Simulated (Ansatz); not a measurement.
# CH₇BSSi: how energies converge with the basis set

The task here is to estimate one member of a computed series from the others.

Computed with Ansatz 0.2.0, Gaussian basis. Level: one geometry, several basis sets.

The runs, in order: PBE0-D4/def2-SVP; ωB97M-V/def2-SVP; PBE0-D4/def2-QZVPP; ωB97M-V/def2-QZVPP; the functionals' def2-TZVPP values are taken from earlier runs.

### The relaxed structure

All runs share one geometry, relaxed beforehand with PBE0-D4 in a triple-zeta def2 set.

SMILES `B[SiH2]CS`, 11 atoms, charge 0, spin multiplicity 1.

Atoms are counted from 1 here; the program's logs count them from 0.

Bond lengths: B1–Si2 2.008 Å, B1–H5 1.197 Å, B1–H6 1.196 Å, Si2–C3 1.888 Å, Si2–H7 1.492 Å, Si2–H8 1.492 Å, C3–S4 1.805 Å, C3–H9 1.093 Å, C3–H10 1.093 Å, S4–H11 1.344 Å. Angles: Si2–B1–H5 123.4°, Si2–B1–H6 119.4°, H5–B1–H6 117.2°, B1–Si2–C3 113.4°, B1–Si2–H7 108.9°, B1–Si2–H8 108.9°, C3–Si2–H7 109.1°, C3–Si2–H8 109.1°, H7–Si2–H8 107.3°, Si2–C3–S4 110.5°, Si2–C3–H9 108.4°, Si2–C3–H10 108.5°, S4–C3–H9 110.5°, S4–C3–H10 110.5°, H9–C3–H10 108.4°, C3–S4–H11 98.2°.

The first run:

The input, in.yaml:

```yaml
crystal:
  periodic: [false, false, false]
  atoms:
    - {symbol: B, position_ang: [-1.082590, 1.940675, -0.038731]}
    - {symbol: Si, position_ang: [-0.111573, 0.372019, 0.754948]}
    - {symbol: C, position_ang: [0.436503, -0.897632, -0.529795]}
    - {symbol: S, position_ang: [1.303460, -2.267092, 0.265578]}
    - {symbol: H, position_ang: [-1.292221, 2.060477, -1.210621]}
    - {symbol: H, position_ang: [-1.479092, 2.810699, 0.680268]}
    - {symbol: H, position_ang: [1.086682, 0.868559, 1.493109]}
    - {symbol: H, position_ang: [-1.001271, -0.293832, 1.751076]}
    - {symbol: H, position_ang: [-0.449447, -1.259933, -1.057394]}
    - {symbol: H, position_ang: [1.088043, -0.399664, -1.252294]}
    - {symbol: H, position_ang: [1.566805, -2.991376, -0.835545]}
basis:
  gaussian: {orbitals: def2-SVP}
hamiltonian: {xc: pbe0, dispersion: d4}
output: {orbitals: {seedname: orbitals}}
```

Started as:

```bash
> ansatz run in.yaml --threads 2 --pin off --events-out ev --progress --plain --max-ram 4352MiB
```

Among the steps run: PBE0-D4 in def2-SVP; ωB97M-V in def2-SVP; PBE0-D4 in def2-QZVPP; ωB97M-V in def2-QZVPP.

One of the session's tables, all rows but one given; the rest of the session is left out.

It belongs to the step «Density functionals: the series». 

| functional | basis | HOMO (eV) | LUMO (eV) |
| --- | --- | --- | --- |
| PBE0-D4 | def2-SVP | -6.65 | -2.48 |
| PBE0-D4 | def2-TZVPP | ? | ? |
| PBE0-D4 | def2-QZVPP | -6.89 | -2.55 |
| ωB97M-V | def2-SVP | -8.88 | -0.41 |
| ωB97M-V | def2-TZVPP | -9.09 | -0.58 |
| ωB97M-V | def2-QZVPP | -9.14 | -0.63 |

**Question.** Estimate the row for PBE0-D4, def2-TZVPP.

As computed: HOMO (eV): -6.85; LUMO (eV): -2.54. In the column «HOMO (eV)» it lies between PBE0-D4, def2-QZVPP (-6.89) and PBE0-D4, def2-SVP (-6.65).
